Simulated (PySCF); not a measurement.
# AsBH₁₂N₂Si₂: geometry, NMR shifts

Aim: predict the NMR shifts of AsBH₁₂N₂Si₂ (`N[B@@H-]([AsH3+])N([SiH3])[SiH3]`).

The runs use PySCF 2.14.0, with density-fitted response routines of our own; the level of theory stands in each step. All values are computed, except where a source is named. Atoms are numbered from 0 throughout.

## (1) The starting structure

18 atoms, charge 0, multiplicity 1; geometry from: GFN2-xTB.

Bonds of the start (Å): N0–B1 1.40, B1–N3 1.43, N3–Si4 1.75, N3–Si5 1.75, N0–H6 1.01, N0–H7 1.01, B1–H8 1.17, As2–H9 1.51, As2–H10 1.49, As2–H11 1.49, Si4–H12 1.47, Si4–H13 1.46, Si4–H14 1.47, Si5–H15 1.46, Si5–H16 1.47, Si5–H17 1.47.

## (2) Geometry optimisation at PBE0-D3(BJ)/def2-SVP

Job settings and geometry (Å):

```
{"job": {"xc": "PBE0", "basis": "def2-SVP", "d3": "d3bj", "grid": 1, "kind": "geom"}, "charge": 0, "multiplicity": 1}
N      0.508122    -1.340483     1.354395
B      0.036443    -0.026811     1.248696
As     2.631705    -0.940237    -0.869216
N     -0.910079     0.365454     0.248518
Si    -1.313705     2.050066     0.021435
Si    -1.635926    -0.822564    -0.805733
H      1.087255    -1.640701     2.119817
H      0.119820    -2.107357     0.831474
H      0.465434     0.770315     1.995549
H      3.697212    -0.426855    -1.809961
H      1.810208     0.260769    -1.171999
H      3.303485    -0.202708     0.241133
H     -2.742142     2.224872     0.310605
H     -0.505485     2.866745     0.922161
H     -1.030349     2.409299    -1.373160
H     -2.599891    -0.132227    -1.661718
H     -2.328654    -1.827304     0.015049
H     -0.602211    -1.473956    -1.628700
```

**Question.** This job is followed by: GIAO PBE0/aug-cc-pVDZ NMR shielding, non-relativistic, gas phase; GIAO PBE0/pcSseg-0 NMR shielding, non-relativistic, gas phase. Predict these results of the whole session: point group; rotational constants (main isotopes); 1H shifts against TMS (PBE0/aug-cc-pVDZ); 15N shifts against NH3 (PBE0/aug-cc-pVDZ); 11B shifts against BF3·OEt2 (PBE0/aug-cc-pVDZ); 75As shifts against AsH3 (PBE0/aug-cc-pVDZ); 29Si shifts against TMS (PBE0/aug-cc-pVDZ); range of the shift of Si5.

**Answer**, as computed:

| quantity | value |
| --- | --- |
| point group | C1 |
| rotational constants (main isotopes) | 1.85, 0.53, 0.51 GHz |
| 1H shifts against TMS (PBE0/aug-cc-pVDZ) | 5.00, 4.94, 4.94, 4.92, 4.80, 4.73, 4.68, 2.83, 2.71, 2.50, 2.38, 2.37 ppm |
| 15N shifts against NH3 (PBE0/aug-cc-pVDZ) | 78.6, 43.6 ppm |
| 11B shifts against BF3·OEt2 (PBE0/aug-cc-pVDZ) | 28.5 ppm |
| 75As shifts against AsH3 (PBE0/aug-cc-pVDZ) | 15 ppm |
| 29Si shifts against TMS (PBE0/aug-cc-pVDZ) | -31.2, -48.9 ppm |
| range of the shift of Si5 | -94.8 to -48.9 ppm |

In words: Over 5 steps the energy fell by 0.178 eV; of the close pairs, B1–As2 changed most, 3.472 to 3.727 Å. No frequency check was run at this level, so the end point may be a saddle. The structure rearranged or came apart on optimisation; the results belong to the end geometry, not to the formula as drawn. Shifts at one fixed geometry are not the observed spectrum, which averages over the motion. In ppm, Si5 moves most: its shift spreads over 45.8 ppm, from -94.8 (PBE0/pcSseg-0) to -48.9 (PBE0/aug-cc-pVDZ). Spin-orbit coupling is left out, which matters for shieldings and couplings at and beside the heavy atoms.
